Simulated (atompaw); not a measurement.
# A PAW (atompaw) potential for Ga, from input to tests

Aim: build the potential from the settings below, then test how well it stands in for the atom: scattering, ghost states and the plane-wave cutoff that it needs.

The numbers are computed with atompaw 4.2.0.5 (LDA (PW92), scalar-relativistic, spin-unpolarised reference atom).

## (1) Settings

Typed settings, in words:

| Item | Value |
| --- | --- |
| element | gallium (Ga, Z = 31) |
| type | PAW |
| frozen core | [Ar] |
| valence charge | 13 |
| reference configuration | 3d10 4s1 4p0 (charge +2) |
| partial waves | 4s (bound): rc 1.50 bohr; 4s channel at 2 Ry: rc 1.50 bohr; 4p (bound, empty): rc 1.80 bohr; 4p channel at -0.8 Ry: rc 1.80 bohr; 3d (bound): rc 0.75 bohr; 3d channel at -2.35 Ry: rc 0.75 bohr |
| local potential | bessel scheme, radius 1.50 bohr |
| core correction | smooth core density matched at 1.50 bohr |
| augmentation charge | besselshape compensation charge, radius 1.45 bohr; PAW radius 1.80 bohr; waves and projectors: custom polynom vanderbiltortho |

## (2) Generating the potential

The input, Ga.input:

```
Ga 31
LDA-PW scalarrelativistic loggrid 1500 logderivrange -5 5 251
4 4 3 0 0 0
4 0 1
4 1 0
0 0 0
c
c
c
v
c
c
v
v
2
1.80 1.45 1.50 1.50
y
2
n
y
-0.8
n
y
-2.35
n
custom polynom vanderbiltortho besselshape
bessel
1.50
1.50
1.80
1.80
0.75
0.75
PWSCFOUT
UPFDX 0.0125d0 UPFXMIN -7.d0 UPFZMESH 31.d0
END
```

Command:

```console
atompaw < Ga.input > Ga.log
```

Before running it: what results should come out? Wanted: cutoffs for 10 and 1 mRy, occupied levels; bound ghosts; largest phase difference near zero energy, channels read; lowest eigenvalue of the overlap; share of valence orbitals outside the PAW sphere; UPF file.

The runs gave:

| quantity | value |
| --- | --- |
| cutoffs for 10 and 1 mRy, occupied levels | 300 Ry and over 300 Ry |
| bound ghosts | s at -123.99 eV |
| largest phase difference near zero energy, channels read | 0.076 rad |
| lowest eigenvalue of the overlap (Bessel basis) | 0.374 (s) |
| share of valence orbitals outside the PAW sphere | 4s 60 %, 4p 77 %, 3d 3 % |
| UPF file | written |

In words: It has a bound ghost (s), a state that the atom doesn't have, and that rules the file out. The potential is very hard: the looser tolerance needs 300 Ry. The tighter tolerance needs over 300 Ry, and converged work needs a cutoff nearer that. The slowest occupied level is 3d: taken alone it needs 300 Ry to come within 1 mRy, against 25 Ry for 4s. Of the channels read, p scatters worst near zero energy, by up to 0.08 rad. In the p channel the atom's pole at 4.42 Ry sits lower, at 1.09 Ry, in the pseudo curve. All of this concerns the isolated atom, not yet a solid.
